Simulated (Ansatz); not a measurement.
**CH₅FGeO₂: a ladder of functionals and wavefunction methods**

One table from this session's results is given with a row withheld; the runs are named, their logs left out.

The runs use Ansatz 0.2.0, Gaussian basis; functionals in def2-TZVPP, the program's frozen cores in correlated methods.

The runs, in order: LDA (SPW92), PBE-D4, revPBE-D4, BLYP-D4, r2SCAN-D4, B97M-V, PBE0-D4, B3LYP-D4, r2SCANh-D4, r2SCAN0-D4, HSE06-D4, BHLYP-D4, CAM-B3LYP-D4, LC-ωPBE, ωB97X-V, ωB97M-V, B2PLYP, PBE-QIDH; CCSD(T)/def2-SVP; CCSD(T)/def2-TZVPP; MP2/def2-QZVPP; extrapolation to the limit; RPA on PBE.

### The relaxed structure

An earlier PBE0-D4 in a triple-zeta def2 set relaxation fixed the geometry.

SMILES `[CH3][Ge]([OH])([OH])[F]`, 10 atoms, charge 0, spin multiplicity 1.

Atoms are counted from 1 here; the program's logs count them from 0.

Bond lengths: C1–Ge2 1.916 Å, C1–H6 1.090 Å, C1–H7 1.090 Å, C1–H8 1.089 Å, Ge2–O3 1.755 Å, Ge2–O4 1.764 Å, Ge2–F5 1.742 Å, O3–H9 0.961 Å, O4–H10 0.961 Å. Angles: Ge2–C1–H6 109.3°, Ge2–C1–H7 109.4°, Ge2–C1–H8 109.8°, H6–C1–H7 109.3°, H6–C1–H8 109.5°, H7–C1–H8 109.4°, C1–Ge2–O3 109.6°, C1–Ge2–O4 115.8°, C1–Ge2–F5 110.2°, O3–Ge2–O4 108.8°, O3–Ge2–F5 108.7°, O4–Ge2–F5 103.5°, Ge2–O3–H9 112.7°, Ge2–O4–H10 111.7°.

Set-up of the first run:

Contents of in.yaml:

```yaml
crystal:
  periodic: [false, false, false]
  atoms:
    - {symbol: C, position_ang: [-1.312335, -0.609068, -0.436100]}
    - {symbol: Ge, position_ang: [0.280848, 0.245729, 0.199297]}
    - {symbol: O, position_ang: [0.885909, -0.610193, 1.606576]}
    - {symbol: O, position_ang: [1.588132, 0.403189, -0.974432]}
    - {symbol: F, position_ang: [-0.061437, 1.892690, 0.652036]}
    - {symbol: H, position_ang: [-2.014718, -0.722609, 0.389169]}
    - {symbol: H, position_ang: [-1.062335, -1.592213, -0.834200]}
    - {symbol: H, position_ang: [-1.766543, -0.004943, -1.220516]}
    - {symbol: H, position_ang: [1.792311, -0.375923, 1.821900]}
    - {symbol: H, position_ang: [1.753067, 1.322242, -1.200631]}
basis:
  gaussian: {orbitals: def2-TZVPP}
hamiltonian: {xc: lda}
output: {orbitals: {seedname: orbitals}}
```

Started as:

```
ansatz run in.yaml --threads 4 --pin off --events-out ev --progress --plain --max-ram 10444MiB
```

Steps of the session up to this table: LDA; PBE-D4 (GGA); revPBE-D4 (GGA); BLYP-D4 (GGA); r2SCAN-D4 (meta-GGA); B97M-V (meta-GGA); B3LYP-D4 (hybrid); r2SCANh-D4 (hybrid); r2SCAN0-D4 (hybrid); HSE06-D4 (hybrid); BHLYP-D4 (hybrid); CAM-B3LYP-D4 (range-separated); LC-ωPBE (range-separated); ωB97X-V (range-separated); ωB97M-V (range-separated); B2PLYP (double hybrid); PBE-QIDH (double hybrid).

One of the session's tables, all rows but one given; the rest of the session is left out.

It belongs to the step «Frontier levels by functional». 

```
  functional  HOMO (eV)  gap (eV)
 LDA (SPW92)      -7.52      6.53
      PBE-D4      -7.30      6.54
   revPBE-D4      -7.22      6.57
     BLYP-D4      -7.21      6.41
   r2SCAN-D4      -7.70      7.49
      B97M-V      -7.78      7.28
     PBE0-D4      -9.01      9.19
    B3LYP-D4      -8.74      8.53
  r2SCANh-D4      -8.34      8.44
  r2SCAN0-D4      -9.29      9.85
    HSE06-D4      -8.60      8.41
    BHLYP-D4          ?         ?
CAM-B3LYP-D4     -10.50     11.50
     LC-ωPBE     -11.86     14.26
     ωB97X-V     -11.50     13.67
     ωB97M-V     -11.41     13.20
```

Estimate the missing values for BHLYP-D4.

Worked estimate for «HOMO (eV)». Against the share of exact exchange, BLYP-D4 (0, -7.21), B3LYP-D4 (0.2, -8.74) give a slope of -7.65 per unit share; at 0.5 the line stands at -11.03.

**Answer.** HOMO (eV): -10.60; gap (eV): 11.50. In «HOMO (eV)» the line misses by -0.43.
